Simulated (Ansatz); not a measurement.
**ZrIn: the crystal squeezed far**

The task here is to estimate one member of a computed series from the others.

Method: DFT LDA, with the methods named in each step, in Ansatz 0.2.0.

## The structure to begin with

The structure is tetragonal, space group P4/mmm (No. 123). Conventional cell: a = 3.152 Å, b = 3.152 Å, c = 4.422 Å, α = 90.00°, β = 90.00°, γ = 90.00°. Around Zr (site symmetry 4/mmm) lie 8 In at 3.14 Å and 4 Zr at 3.15 Å. In (site symmetry 4/mmm) has 8 Zr at 3.14 Å and 4 In at 3.15 Å as nearest neighbours.

Coordinates:

```xyz
2
Lattice="3.1520 0.0000 0.0000 0.0000 3.1520 0.0000 0.0000 0.0000 4.4220" Properties=species:S:1:pos:R:3 pbc="T T T"
Zr    0.0000    0.0000    0.0000
In    1.5760    1.5760    2.2110
```

Whether this phase is the stable one at these pressures isn't tested.

Atoms are numbered in the order of the input: Zr1, In2.

Set-up of the first run:

The input, input.yaml:

```yaml
crystal:
  lattice:
    - [3.1520244363, 0.0, 0.0]
    - [0.0, 3.1520244363, 0.0]
    - [0.0, 0.0, 4.422010105]
  atoms:
    - { symbol: Zr, position: [0.0, 0.0, 0.0] }
    - { symbol: In, position: [0.5, 0.5, 0.5] }
kpoints:
  mp_grid: { grid: [12, 12, 8] }
  band_path:
    path:
      - [0.0, 0.0, 0.0]
      - [0.0, 0.5, 0.0]
      - [0.5, 0.5, 0.0]
      - [0.0, 0.0, 0.0]
      - [0.0, 0.0, 0.5]
      - [0.0, 0.5, 0.5]
      - [0.5, 0.5, 0.5]
      - [0.0, 0.0, 0.5]
      - [0.0, 0.5, 0.0]
    npoints: 14
scf:
  occupations: { method: fermi_dirac, width: 0.05 }
hamiltonian:
  xc: lda
  pseudopotentials: { kind: all_electron, lapw: { basis_error: 0.001 } }
output:
  forces: true
  stress: true
  eigenvalues: true
  populations: true
```

Launch:

```bash
> ansatz run input.yaml --threads 1 --pin off --max-ram 2048MiB --backend cpu --events-out ev --progress --plain --runs-dir out
```

Among the steps run: The reference volume, LAPW; Volume scaled by 1, norm-conserving; Volume scaled by 0.85, LAPW; Volume scaled by 0.55, LAPW; Volume scaled by 0.5, LAPW; Volume scaled by 0.5, crystal datasets.

One of the session's tables, all rows but one given; the rest of the session is left out.

| method | volume over the first | volume (Å³/atom) | pressure (GPa) |
| --- | --- | --- | --- |
| LAPW | 1 | 21.967 | -6.06 |
| LAPW | 0.85 | 18.672 | 14.00 |
| LAPW | 0.55 | 12.082 | 186.53 |
| LAPW | 0.5 | 10.983 | 268.15 |
| PAW | 1 | 21.967 | -6.09 |
| PAW | 0.85 | ? | ? |
| PAW | 0.55 | 12.082 | 186.42 |
| PAW | 0.5 | 10.983 | 268.04 |
| crystal datasets | 0.5 | 10.983 | 268.15 |
| norm-conserving | 1 | 21.967 | -6.08 |

Q: Estimate the row for PAW, 0.85 from the others.

As computed: volume (Å³/atom): 18.672; pressure (GPa): 13.95.

Limits of these values: Warnings in the runs' records: gradients without spin orbit, crystal datasets made.
